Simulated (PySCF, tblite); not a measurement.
# C6H8SSi: geometry, infrared bands and NMR shifts

Aim: predict the infrared bands and NMR shifts of C6H8SSi (`C#CC(=C=S)[SiH2]CC`).

Programs: tblite 0.8.0 and PySCF 2.14.0, with density-fitted response routines of our own. Each step states its level of theory. These are calculated values for one molecule in the gas phase, unless marked as measured. Atoms count from 0, in the outputs and in this text.

**1. Starting geometry**

16 atoms, charge 0, multiplicity 1; geometry from: force field or distance geometry start.

Bonds of the start (Å): C0–C1 1.20, C1–C2 1.45, C2–C3 1.30, C3–S4 1.63, C2–Si5 1.82, Si5–C6 1.89, C6–C7 1.51, C0–H8 1.07, Si5–H9 1.49, Si5–H10 1.45, C6–H11 1.12, C6–H12 1.11, C7–H13 1.11, C7–H14 1.12, C7–H15 1.11.

**2. Geometry optimisation with GFN2-xTB**

The job: settings as JSON, then the geometry in Å.

```
{"job": {"kind": "relax", "xc": "GFN2-xTB", "basis": "xTB"}, "charge": 0, "multiplicity": 1}
C     -2.541100     1.948600     0.152000
C     -2.123900     0.823800     0.116600
C     -1.582400    -0.515900     0.102200
C     -2.400100    -1.471500     0.432500
S     -3.402100    -2.675100     0.888000
Si     0.126100    -0.917600    -0.387100
C      1.299900    -0.098300     0.842500
C      2.407700     0.676500     0.168500
H     -2.923200     2.946100     0.183600
H      0.317000    -2.390700    -0.290100
H      0.348600    -0.465200    -1.742800
H      1.771100    -0.944500     1.395400
H      0.652400     0.512500     1.511700
H      3.412100     0.329900     0.474700
H      2.339500     0.486600    -0.931300
H      2.290700     1.763900     0.339800
```

Started as:

```
$ OMP_NUM_THREADS=1 python probes_run.py task.json out
```

This one command runs all jobs of the session in turn.

**Question.** This job is followed by: GFN2-xTB harmonic vibrations, gas phase; GIAO PBE0/pcSseg-1 NMR shielding, non-relativistic, gas phase. What will the session give for the following? strongest single infrared mode (GFN2-xTB); zero-point energy (GFN2-xTB); 13C shifts against TMS (PBE0/pcSseg-1); 1H shifts against TMS (PBE0/pcSseg-1, means over atoms taken as alike); 33S shifts against CS2 (PBE0/pcSseg-1); 29Si shifts against TMS (PBE0/pcSseg-1).

As calculated:

| quantity | value |
| --- | --- |
| strongest single infrared mode (GFN2-xTB) | 1870 cm⁻¹, 949 km/mol |
| zero-point energy (GFN2-xTB) | 69.8 kcal/mol |
| 13C shifts against TMS (PBE0/pcSseg-1) | 246.6, 91.7, 73.4, 44.9, 10.0, 8.7 ppm |
| 1H shifts against TMS (PBE0/pcSseg-1, means over atoms taken as alike) | 4.59, 2.59, 1.26, 1.14 ppm |
| 33S shifts against CS2 (PBE0/pcSseg-1) | 225 ppm |
| 29Si shifts against TMS (PBE0/pcSseg-1) | -16.8 ppm |

In words: Over 151 steps the energy fell by 0.624 eV; of the close pairs, C2–Si5 changed most, 1.822 to 1.915 Å. No mode is imaginary among the 42: a minimum at this level. The strongest single mode, at 1870 cm⁻¹, moves mainly C3 and C2. Unscaled tight-binding wavenumbers are off by several per cent, some by more. Its intensities can rank the bands wrongly. At PBE0/pcSseg-1: Shielding is most anisotropic at S4 (span 394 ppm, paramagnetic term -778 ppm).
